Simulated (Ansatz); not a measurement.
# SbP2: the cost of one run

Method: DFT PBE, scalar-relativistic, plane waves, PAW, in Ansatz 0.2.0.

## 1. The structure to begin with

Symmetry: Fm-3m, No. 225, cubic system. Conventional cell: a = 6.249 Å, b = 6.249 Å, c = 6.249 Å, α = 90.00°, β = 90.00°, γ = 90.00°. Sb (site symmetry m-3m) is surrounded by 8 P at 2.71 Å. P (site symmetry -43m) has 4 Sb at 2.71 Å as nearest neighbours.

Coordinates:

```cif
data_structure
_symmetry_space_group_name_H-M 'P 1'
_symmetry_Int_Tables_number 1
_cell_length_a 4.4189
_cell_length_b 4.4189
_cell_length_c 4.4189
_cell_angle_alpha 60.000
_cell_angle_beta 60.000
_cell_angle_gamma 60.000
_cell_volume 61.02
loop_
_atom_site_label
_atom_site_type_symbol
_atom_site_fract_x
_atom_site_fract_y
_atom_site_fract_z
_atom_site_occupancy
Sb1 Sb 0.00000 0.00000 0.00000 1
P1 P 0.25000 0.25000 0.25000 1
P2 P 0.75000 0.75000 0.75000 1
```

(A quick probe on a coarse mesh, which set the mesh and smearing, is not shown.)

## 3. Coarse relaxation

input.yaml

```yaml
crystal:
  lattice:
    - [0.0, 3.1246681347, 3.1246681347]
    - [3.1246681347, 0.0, 3.1246681347]
    - [3.1246681347, 3.1246681347, 0.0]
  atoms:
    - { symbol: Sb, position: [0.0, 0.0, 0.0] }
    - { symbol: P, position: [0.25, 0.25, 0.25] }
    - { symbol: P, position: [0.75, 0.75, 0.75] }
basis:
  ecutwfc: 420
kpoints:
  mp_grid: { grid: [6, 6, 6] }
hamiltonian:
  xc: pbe
scf:
  occupations: { method: gaussian, width: 0.1 }
  lower_state_search: "off"
output:
  forces: true
  stress: true
  eigenvalues: true
relax:
  adjacent_minimum: "off"
  f_tol: 0.04
  max_steps: 70
  cell: { stress_tol: 0.4 }
```

Started as:

```bash
ansatz run input.yaml --threads 1 --pin off --max-ram 2560MiB --backend cpu --events-out ev --progress --plain --runs-dir out
```

**Question.** How long does this run take on 1 thread of Intel Xeon 6975P-C (Granite Rapids), shared host, and how much memory does it need?

About 3 s, with a peak of 0.39 GiB.
